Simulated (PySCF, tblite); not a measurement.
**B₂H₈NO₃Si₂ radical, a small gas-phase stand-in for a defect centre (Si site with back bonds OB(O)O, N, [BH][SiH3]): EPR parameters**

What EPR parameters should one expect for `N[Si](B[SiH3])OB(O)O`? It is drawn as: dangling bond.

Programs: tblite 0.8.0 and PySCF 2.14.0. All values are calculated, for the isolated system unless a continuum is named. Atoms count from 0, parts from 1.

### 1 The system as given

16 atoms, charge 0, multiplicity 2; geometry: distance geometry start.

### 2 Geometry optimisation with GFN2-xTB

Job settings and geometry (Å):

```
{"job": {"kind": "relax", "xc": "GFN2-xTB", "basis": "xTB"}, "charge": 0, "multiplicity": 2}
Si    -0.028999     0.786465    -0.410183
O      0.933396     0.967514     1.072016
B      0.404792     0.736226     2.450398
O      0.739348    -0.608424     3.084775
O     -0.962066     1.261233     2.733979
N     -0.370444    -0.906691    -0.927199
B     -1.457545     2.089942    -0.674319
Si    -3.123504     1.701829     0.218753
H      0.104585    -1.292623     3.271037
H     -1.766360     0.729303     2.795246
H     -0.351550    -1.610760    -0.181171
H     -1.141978    -1.004310    -1.623350
H     -1.104650     3.201995    -0.656844
H     -3.202882     0.313459     0.535659
H     -3.213161     2.462464     1.416427
H     -4.225189     2.037506    -0.657563
```

Method: GFN2-xTB geometry optimisation, gas phase.

On the command line:

```
OMP_NUM_THREADS=1 python cluster_run.py task.json out
```

This one command runs all jobs of the session in turn.

Output:

```text
step      E/eV     max force
  0    -684.30931    4.520
  1    -685.06100    3.553
  2    -685.96231    1.536
  3    -686.14416    1.403
  4    -686.24730    0.776
  5    -686.32026    1.065
  6    -686.50200    1.339
  7    -686.56504    1.130
  8    -686.66814    0.562
  9    -686.71597    0.540
 10    -686.78781    0.632
 11    -686.84866    0.643
 12    -686.89713    0.416
 13    -686.92556    0.543
 14    -686.89972    1.451
 15    -686.95527    0.412
 16    -686.96525    0.351
 17    -686.98811    0.477
 18    -686.99785    0.346
 19    -687.01630    0.284
 20    -687.02646    0.204
 21    -687.03375    0.203
 22    -687.04067    0.298
 23    -687.04777    0.207
 24    -687.05464    0.224
 25    -687.06087    0.251
 26    -687.06758    0.265
 27    -687.07523    0.238
 28    -687.08329    0.208
 29    -687.09013    0.232
 30    -687.09632    0.233
 31    -687.10467    0.315
 32    -687.11827    0.365
 33    -687.13670    0.362
 34    -687.15554    0.364
 35    -687.17253    0.314
 36    -687.18698    0.303
 37    -687.19899    0.420
 38    -687.20996    0.675
 39    -687.22417    0.280
 40    -687.23714    0.270
 41    -687.24474    0.396
 42    -687.25370    0.335
 43    -687.26159    0.427
 44    -687.26951    0.375
 45    -687.27824    0.211
 46    -687.28667    0.336
 47    -687.29139    0.429
 48    -687.29798    0.234
 49    -687.30263    0.205
 50    -687.30676    0.203
 51    -687.31324    0.187
 52    -687.31843    0.188
 53    -687.32265    0.217
 54    -687.32677    0.168
 55    -687.32992    0.132
 56    -687.33302    0.138
 57    -687.33628    0.127
 58    -687.34018    0.140
 59    -687.34399    0.156
 60    -687.34752    0.160
 61    -687.35045    0.169
 62    -687.35356    0.193
 63    -687.35656    0.126
 64    -687.36106    0.136
 65    -687.36400    0.151
 66    -687.36973    0.200
 67    -687.37461    0.191
 68    -687.38027    0.157
 69    -687.38593    0.182
 70    -687.39191    0.199
 71    -687.39701    0.203
 72    -687.40195    0.193
 73    -687.40650    0.188
 74    -687.41119    0.423
 75    -687.41768    0.294
 76    -687.42759    0.216
 77    -687.43381    0.357
 78    -687.44008    0.285
 79    -687.44647    0.298
 80    -687.45406    0.249
 81    -687.46227    0.297
 82    -687.47445    0.334
 83    -687.48855    0.359
 84    -687.50250    0.399
 85    -687.51730    0.437
 86    -687.52892    0.267
 87    -687.54311    0.439
 88    -687.55066    0.603
 89    -687.56487    0.435
 90    -687.57885    0.500
 91    -687.59016    0.249
 92    -687.59996    0.242
 93    -687.61209    0.255
 94    -687.62423    0.319
 95    -687.63228    0.236
 96    -687.64084    0.188
 97    -687.64740    0.175
 98    -687.65063    0.132
 99    -687.65372    0.138
100    -687.65653    0.123
101    -687.65906    0.137
102    -687.66339    0.198
103    -687.66903    0.238
104    -687.67620    0.269
105    -687.68503    0.233
106    -687.69164    0.180
107    -687.69704    0.161
108    -687.70082    0.212
109    -687.70398    0.219
110    -687.70720    0.138
111    -687.71075    0.118
112    -687.71222    0.101
113    -687.71361    0.121
114    -687.71518    0.104
115    -687.71673    0.105
116    -687.71840    0.116
117    -687.72046    0.099
118    -687.72208    0.109
119    -687.72399    0.110
120    -687.72564    0.114
121    -687.72747    0.104
122    -687.72977    0.139
123    -687.73252    0.173
124    -687.73537    0.129
125    -687.73786    0.123
126    -687.74005    0.135
127    -687.74271    0.169
128    -687.74582    0.213
129    -687.74916    0.186
130    -687.75141    0.116
131    -687.75327    0.122
132    -687.75480    0.115
133    -687.75684    0.098
134    -687.75834    0.108
135    -687.75937    0.058
136    -687.76026    0.066
137    -687.76124    0.066
138    -687.76224    0.072
139    -687.76313    0.078
140    -687.76387    0.068
141    -687.76468    0.078
142    -687.76552    0.089
143    -687.76638    0.075
144    -687.76704    0.066
145    -687.76747    0.055
146    -687.76774    0.052
147    -687.76793    0.042
148    -687.76808    0.042
149    -687.76826    0.051
150    -687.76844    0.041
151    -687.76859    0.027
152    -687.76865    0.022
153    -687.76870    0.018
154    -687.76875    0.022
155    -687.76881    0.022
156    -687.76887    0.018
157    -687.76894    0.019
158    -687.76902    0.027
159    -687.76911    0.033
160    -687.76920    0.028
161    -687.76927    0.019
162    -687.76933    0.017
163    -687.76937    0.016
164    -687.76942    0.015
165    -687.76948    0.023
166    -687.76957    0.029
167    -687.76972    0.031
168    -687.76991    0.033
169    -687.77011    0.029
170    -687.77029    0.038
171    -687.77047    0.038
172    -687.77066    0.033
173    -687.77081    0.025
174    -687.77091    0.025
175    -687.77101    0.027
176    -687.77111    0.027
177    -687.77119    0.018
178    -687.77125    0.015
179    -687.77128    0.013
180    -687.77131    0.021
181    -687.77136    0.025
182    -687.77143    0.028
183    -687.77152    0.030
184    -687.77161    0.022
185    -687.77170    0.028
186    -687.77181    0.034
187    -687.77195    0.039
188    -687.77214    0.044
189    -687.77236    0.051
190    -687.77259    0.060
191    -687.77286    0.070
192    -687.77326    0.071
193    -687.77361    0.054
194    -687.77409    0.058
195    -687.77438    0.046
196    -687.77478    0.045
197    -687.77499    0.044
198    -687.77541    0.052
199    -687.77575    0.064
200    -687.77621    0.076
201    -687.77621    0.076
202    -687.78469    0.159
203    -687.78884    0.409
204    -687.79241    0.178
205    -687.79798    0.111
206    -687.80223    0.286
207    -687.80655    0.246
208    -687.81010    0.239
209    -687.81410    0.189
210    -687.81657    0.138
211    -687.81835    0.337
212    -687.82152    0.156
213    -687.81338    0.452
214    -687.81902    0.308
215    -687.82328    0.152
216    -687.82447    0.160
217    -687.82454    0.153
218    -687.82491    0.175
219    -687.82499    0.105
220    -687.82581    0.062
221    -687.82596    0.030
222    -687.82614    0.032
223    -687.82625    0.025
224    -687.82631    0.021
225    -687.82633    0.011
226    -687.82633    0.014
227    -687.82634    0.005
```

It took 16 s on 1 thread of AMD EPYC 7R43, shared host.

The steps of the relaxation:

| step | energy from step 0 (eV) | largest force (eV/Å) |
| --- | --- | --- |
| 0 | 0.0000 | 4.5200 |
| 9 | -2.4067 | 0.5393 |
| 18 | -2.6885 | 0.3460 |
| 27 | -2.7659 | 0.2384 |
| 36 | -2.8777 | 0.3030 |
| 45 | -2.9689 | 0.2114 |
| 54 | -3.0175 | 0.1675 |
| 63 | -3.0472 | 0.1256 |
| 72 | -3.0926 | 0.1930 |
| 81 | -3.1530 | 0.2975 |
| 90 | -3.2695 | 0.5003 |
| 99 | -3.3444 | 0.1378 |
| 108 | -3.3915 | 0.2124 |
| 117 | -3.4112 | 0.0987 |
| 126 | -3.4307 | 0.1347 |
| 135 | -3.4501 | 0.0581 |
| 144 | -3.4577 | 0.0661 |
| 153 | -3.4594 | 0.0182 |
| 162 | -3.4600 | 0.0170 |
| 171 | -3.4612 | 0.0383 |
| 180 | -3.4620 | 0.0219 |
| 189 | -3.4631 | 0.0512 |
| 198 | -3.4661 | 0.0525 |
| 207 | -3.4972 | 0.2459 |
| 216 | -3.5152 | 0.1593 |
| 225 | -3.5170 | 0.0105 |
| 227 | -3.5170 | 0.0054 |

Distances of close pairs at the start and the end, largest changes first:

| bond | before (Å) | after (Å) | change (Å) |
| --- | --- | --- | --- |
| B2–O3 | 1.524 | 1.359 | -0.165 |
| O1–B2 | 1.494 | 1.332 | -0.162 |
| Si0–O1 | 1.776 | 1.636 | -0.141 |
| B2–O4 | 1.491 | 1.369 | -0.123 |
| Si0–N5 | 1.803 | 1.714 | -0.089 |
| Si0–B6 | 1.952 | 1.877 | -0.075 |
| Si7–H14 | 1.422 | 1.488 | +0.066 |
| Si7–H13 | 1.426 | 1.485 | +0.059 |

### 3 Optimising the geometry at PBE0-D3(BJ)/def2-SVP

Job settings and geometry (Å):

```
{"job": {"xc": "PBE0", "basis": "def2-SVP", "d3": "d3bj", "grid": 2, "kind": "geom", "shake": 0.01}, "charge": 0, "multiplicity": 2}
Si     0.561209    -0.543637    -1.285378
O      1.170847    -0.780017     0.193437
B      0.638781    -0.689600     1.411567
O      1.529810    -0.404258     2.449588
O     -0.684040    -0.929954     1.554642
N      1.441929    -1.674164    -2.170081
B     -0.730751     0.815831    -1.600644
Si    -1.417273     1.826342    -0.071483
H      1.103202    -0.339194     3.342144
H     -1.064269    -0.800857     2.443227
H      2.149007    -2.256552    -1.733166
H      1.420425    -1.761679    -3.161307
H     -1.144084     1.042009    -2.707210
H     -2.621504     1.247777     0.648007
H     -0.462894     2.021821     1.038276
H     -1.901846     3.214817    -0.329475
```

Output:

```text
step   0  E = -913.05411240  max force = 0.048047
step   1  E = -913.06252563  max force = 0.006008
step   2  E = -913.06288673  max force = 0.004012
step   3  E = -913.06313031  max force = 0.003864
step   4  E = -913.06323873  max force = 0.001416
step   5  E = -913.06331961  max force = 0.001568
step   6  E = -913.06335844  max force = 0.000639
step   7  E = -913.06337855  max force = 0.000420
step   8  E = -913.06338414  max force = 0.000419
optimisation converged
```

Wall time 4.1 min (1 thread of AMD EPYC 7R43, shared host); peak memory 0.92 GiB.

Along the way:

| step | energy from step 0 (eV) | largest force component (eV/Å) |
| --- | --- | --- |
| 0 | 0.0000 | 2.4707 |
| 1 | -0.2289 | 0.3089 |
| 2 | -0.2388 | 0.2063 |
| 3 | -0.2454 | 0.1987 |
| 4 | -0.2483 | 0.0728 |
| 5 | -0.2505 | 0.0806 |
| 6 | -0.2516 | 0.0329 |
| 7 | -0.2521 | 0.0216 |
| 8 | -0.2523 | 0.0215 |

Distances of close pairs at the start and the end, largest changes first:

| bond | before (Å) | after (Å) | change (Å) |
| --- | --- | --- | --- |
| O1–B2 | 1.332 | 1.374 | +0.042 |
| B2–O3 | 1.397 | 1.359 | -0.038 |
| B6–Si7 | 1.957 | 1.993 | +0.035 |
| Si0–O1 | 1.617 | 1.651 | +0.034 |
| O3–H8 | 0.991 | 0.960 | -0.031 |
| Si7–H14 | 1.477 | 1.506 | +0.030 |
| N5–H11 | 0.995 | 1.012 | +0.017 |
| O4–H9 | 0.975 | 0.960 | -0.015 |

The final coordinates are the input of the step that follows.

| at the end point | value |
| --- | --- |
| point group (found at 0.08 Å tolerance) | C1 |
| rotational constants (GHz, main isotopes) | 1.300, 1.253, 0.707 |
| dipole moment (D) | 3.83 |
| ⟨S²⟩ | 0.753 |

### 4 EPR parameters: B3LYP/IGLO-III+pcH-1

Job settings and geometry (Å):

```
{"job": {"kind": "epr"}, "charge": 0, "multiplicity": 2}
Si     0.599792    -0.559100    -1.183287
O      1.248989    -0.902076     0.295371
B      0.691023    -0.748490     1.542007
O      1.531069    -0.427768     2.561035
O     -0.654531    -0.952330     1.645021
N      1.422993    -1.570979    -2.259146
B     -0.712305     0.747589    -1.554081
Si    -1.466036     1.850714    -0.075600
H      1.112896    -0.345601     3.421199
H     -1.064016    -0.709918     2.478737
H      2.133974    -2.231104    -1.967119
H      1.267528    -1.544862    -3.259044
H     -1.062643     0.850496    -2.707876
H     -2.723550     1.273242     0.514526
H     -0.519492     2.015922     1.084518
H     -1.817282     3.242922    -0.514040
```

Method: UKS B3LYP, IGLO-III on B N O Si, pcH-1 on H, non-relativistic, mean-field spin-orbit, GIAO.

Output:

```text
UKS, coarse grid
  cycle   1  E = -914.03789249  |g| = 9.05e-01
  cycle   2  E = -913.62252025  |g| = 1.40e+00
  cycle   3  E = -914.31917390  |g| = 1.27e-01
  cycle   4  E = -914.32435847  |g| = 7.60e-02
  cycle   5  E = -914.32673161  |g| = 1.49e-02
  cycle   6  E = -914.32681197  |g| = 4.62e-03
  cycle   7  E = -914.32682363  |g| = 9.06e-04
  cycle   8  E = -914.32682324  |g| = 5.08e-04
UKS, final grid
  cycle   1  E = -914.32682242  |g| = 7.86e-04
  cycle   2  E = -914.32682191  |g| = 1.34e-03
  cycle   3  E = -914.32682272  |g| = 8.84e-05
  cycle   4  E = -914.32682272  |g| = 1.39e-05
E = -914.32682272 Eh   <S^2> = 0.7526 (exact 0.7500)
g shifts (ppm)      1          2          3
  rmc           -96        -96        -96
  gc             11         -7         23
  oz_so       -1192         95        555
  total       -1278         -9        482
hyperfine (MHz)  atom isotope    a_iso     a_fc   dipolar eigenvalues
    0  29Si       9.32       8.97    -58.25     28.49     29.76
    1   17O      -2.93      -2.91     -7.27      3.48      3.79
    2   11B      -0.02      -0.02     -0.58     -0.36      0.93
    3   17O      -0.38      -0.38     -0.31      0.10      0.22
    4   17O      -2.08      -2.09     -1.43      0.59      0.84
    5   14N       2.52       2.51     -3.53     -3.11      6.64
    6   11B      20.46      20.58    -27.35    -26.79     54.14
    7  29Si      34.66      34.72     -1.62     -0.48      2.10
    8    1H      -0.07      -0.07     -0.57     -0.53      1.10
    9    1H      -0.39      -0.39     -1.28     -0.85      2.13
   10    1H      -5.83      -5.84     -4.74     -1.68      6.42
   11    1H      -4.62      -4.64     -2.59     -2.32      4.91
   12    1H     -32.35     -32.33    -13.97      0.90     13.07
   13    1H      53.85      53.85     -2.00     -1.16      3.16
   14    1H      11.56      11.57     -1.91     -1.62      3.54
   15    1H      12.19      12.19     -1.72     -1.41      3.13
```

It took 2.7 min on 1 thread of AMD EPYC 7R43, shared host; peak memory 1.6 GiB.

Principal g values 2.00104, 2.00231, 2.00280; g(iso) = 2.00205, against 2.00232 for a free electron.

Hyperfine couplings, nucleus by nucleus at this fixed geometry (no averaging over rotations):

| nuclei | isotope | a(iso) (MHz) | a(iso) (G, at g = 2.0023) | largest dipolar term (MHz) |
| --- | --- | --- | --- | --- |
| H13 | 1H | 53.8 | 19.2 | 3.2 |
| Si7 | 29Si | 34.7 | 12.4 | 2.1 |
| H12 | 1H | -32.3 | -11.5 | -14.0 |
| B6 | 11B | 20.5 | 7.3 | 54.1 |
| H15 | 1H | 12.2 | 4.3 | 3.1 |
| H14 | 1H | 11.6 | 4.1 | 3.5 |
| Si0 | 29Si | 9.3 | 3.3 | -58.2 |
| H10 | 1H | -5.8 | -2.1 | 6.4 |
| H11 | 1H | -4.6 | -1.6 | 4.9 |
| O1 | 17O | -2.9 | -1.0 | -7.3 |
| N5 | 14N | 2.5 | 0.9 | 6.6 |
| O4 | 17O | -2.1 | -0.7 | -1.4 |
| H9 | 1H | -0.4 | -0.1 | 2.1 |
| O3 | 17O | -0.4 | -0.1 | -0.3 |

Mulliken spin populations:

Si0 0.40; O1 0.01; B2 0.00; O3 0.00; O4 0.00; N5 0.05; B6 0.56; Si7 -0.03; H8 0.00; H9 0.00; H10 0.00; H11 0.00; H12 -0.03; H13 0.03; H14 0.01; H15 0.01

In first order the couplings over 0.8 MHz of 1H, 11B, 14N give 768 distinct lines over 66.7 G.

The fields below are evaluated on a grid from the run's orbitals.

ELF in a plane through or near 9 of the atoms.

Ten even steps from '0' (0.00) to '9' (1.00):
```
0000000000000000000000000000
0000000000000000000000000000
0000000000000001453000000000
0000000014640003897300000000
0000000079995114897300000000
0000000289998453354100000000
0000000038961492762200000000
0000000002626292314200000000
0001785002898654366410000000
0004999652523400034310000000
0001576476642300100000000000
0000048764278742420000000000
0000289950485626120000000000
0000179820478721643200000000
0000001000122026768871000000
0000000000000015545630000000
0000000000000002210000000000
0000000000000000000000000000
0000000000000000000000000000
0000000000000000000000000000
```
The map spans 12.8 Å across and 11.8 Å up, centred on the molecule. Atoms in the plane (x, y in Å): Si0 (-1.4, 0.0), O1 (-0.6, -1.4), B2 (0.7, -1.7), N5 (-3.1, -0.5), B6 (-0.7, 1.7), Si7 (1.3, 2.0), H10 (-3.4, -1.5), H11 (-3.8, 0.2), H12 (-1.5, 2.6).

On the surface of density 0.002 e/bohr³ the electrostatic potential runs, from the 1st to the 99th percentile, from -1.12 V near O3 to 2.85 V near H9.

The spin density lies nearest to B6 50 %; Si0 26 %; H12 7 %.

### 5 EPR parameters: BHandHLYP/IGLO-III+pcH-1

Same as in step 4 but for these lines:

```diff
@@ -1,2 +1,2 @@
-{"job": {"kind": "epr"}, "charge": 0, "multiplicity": 2}
+{"job": {"kind": "epr", "xc": "BHandHLYP"}, "charge": 0, "multiplicity": 2}
 Si     0.599792    -0.559100    -1.183287
```

With the program's defaults for keys left out, this is: UKS BHandHLYP, IGLO-III on B N O Si, pcH-1 on H, non-relativistic, mean-field spin-orbit, GIAO.

Output:

```text
UKS, coarse grid
  cycle   1  E = -913.90520643  |g| = 7.34e-01
  cycle   2  E = -913.89498151  |g| = 7.93e-01
  cycle   3  E = -914.10127463  |g| = 5.78e-02
  cycle   4  E = -914.10236325  |g| = 3.57e-02
  cycle   5  E = -914.10287863  |g| = 7.88e-03
  cycle   6  E = -914.10290567  |g| = 2.15e-03
  cycle   7  E = -914.10291002  |g| = 7.29e-04
UKS, final grid
  cycle   1  E = -914.10291132  |g| = 5.50e-04
  cycle   2  E = -914.10291159  |g| = 4.20e-04
  cycle   3  E = -914.10291172  |g| = 1.50e-04
  cycle   4  E = -914.10291177  |g| = 9.37e-05
  cycle   5  E = -914.10291178  |g| = 1.42e-05
  cycle   6  E = -914.10291178  |g| = 8.67e-06
E = -914.10291178 Eh   <S^2> = 0.7536 (exact 0.7500)
g shifts (ppm)      1          2          3
  rmc           -93        -93        -93
  gc             10         -6         23
  oz_so       -1212        110        410
  total       -1295         10        339
hyperfine (MHz)  atom isotope    a_iso     a_fc   dipolar eigenvalues
    0  29Si       4.97       4.64    -58.44     28.17     30.27
    1   17O      -4.18      -4.16     -6.83      3.20      3.63
    2   11B      -0.19      -0.19     -0.58     -0.39      0.96
    3   17O      -0.22      -0.22     -0.28      0.09      0.20
    4   17O      -2.50      -2.51     -1.37      0.57      0.80
    5   14N       4.28       4.27     -3.31     -2.83      6.14
    6   11B      18.71      18.83    -26.74    -25.46     52.20
    7  29Si      38.44      38.51     -1.87     -0.32      2.20
    8    1H      -0.09      -0.09     -0.56     -0.53      1.09
    9    1H      -0.42      -0.42     -1.26     -0.88      2.15
   10    1H      -6.56      -6.57     -4.57     -1.80      6.37
   11    1H      -5.31      -5.32     -2.52     -2.34      4.86
   12    1H     -34.27     -34.25    -13.90      1.18     12.72
   13    1H      49.67      49.67     -1.95     -1.22      3.16
   14    1H      10.82      10.83     -1.96     -1.62      3.58
   15    1H      10.98      10.98     -1.72     -1.40      3.12
```

Run time: 2.5 min. Hardware: 1 thread of AMD EPYC 7R43, shared host; peak memory 1.6 GiB.

In short: g(iso) 2.00200.

### 6 Side by side: EPR parameters

g, ⟨S²⟩ and isotropic hyperfine couplings (MHz), with basis size and wall time:

| run | g(iso) | ⟨S²⟩ | 1H H13 | 29Si Si7 | 1H H12 | 11B B6 | 1H H15 | functions | time |
| --- | --- | --- | --- | --- | --- | --- | --- | --- | --- |
| B3LYP/IGLO-III+pcH-1 | 2.00205 | 0.753 | 53.8 | 34.7 | -32.3 | 20.5 | 12.2 | 378 | 2.7 min |
| BHandHLYP/IGLO-III+pcH-1 | 2.00200 | 0.754 | 49.7 | 38.4 | -34.3 | 18.7 | 11.0 | 378 | 2.5 min |

### 7 Results

| quantity | value |
| --- | --- |
| point group | C1 |
| rotational constants (main isotopes) | 1.30, 1.25, 0.71 GHz |
| g(iso) (B3LYP) | 2.00205 |
| ⟨S²⟩ | 0.753 (exact 0.75) |
| largest a(iso) | 1H on H13, 53.8 MHz |
| potential on the surface of density 0.002 e/bohr³, 1st and 99th percentile | -1.12 V and 2.85 V |

In words: The start of the PBE0/def2-SVP relaxation was shaken at random by about 0.01 Å, so part of the energy gained, and of the first lengths quoted, undoes that. Over 8 steps the energy fell by 0.252 eV; of the close pairs, O1–B2 changed most, 1.332 to 1.374 Å (PBE0/def2-SVP). The largest spin populations lie on B6 (0.56 e), Si0 (0.40 e). The isotropic g lies 0.3 ppt below the free-electron value. The coupling of 1H on H13 runs from 49.7 (BHandHLYP/IGLO-III+pcH-1) to 53.8 MHz (B3LYP/IGLO-III+pcH-1). A capped cluster stands for the solid here, so long-range fields and strain are missing, and bands or shifts of the capping hydrogens have no counterpart in it.
